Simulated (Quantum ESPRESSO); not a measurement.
Runs of Quantum ESPRESSO 7.5 on Bi. The cell holds a sheet with vacuum, 1 atom: a = 3.129 Å, b = 3.129 Å, c = 23.800 Å, α = 90.00°, β = 90.00°, γ = 90.00°. The cell was built by a generator and needn't be a form met in nature.

| level | form of the LDA correlation | gap on the mesh (eV) | work function (eV) |
| --- | --- | --- | --- |
| PBE | - | none | 4.61 |
| revPBE | - | none | 4.50 |
| AM05 | - | none | 4.59 |
| RPBE | - | none | 4.48 |
| LDA | PZ81 | none | (a) |
| BLYP | - | none | (b) |
| PW91 | - | none | (c) |
| PBEsol | - | none | 4.70 |

Alike in all rows: task work function; potentials or basis SG15 PBE 1.2; no spin polarisation; cell as given; k mesh 9 × 9 × 1; cutoff (eV) 898; smearing fermi-dirac 0.05 eV.

**Question.** Fill in the values left out.

**Answer.** (a) 4.90; (b) 4.34; (c) 4.66.

Caveats: spin-orbit coupling is left out, which moves the levels of the heavy elements.

A k mesh can miss the band edges, and the runs leave out spin-orbit coupling on Bi.

A gap of «none» marks a metal or a gap under the smearing width.
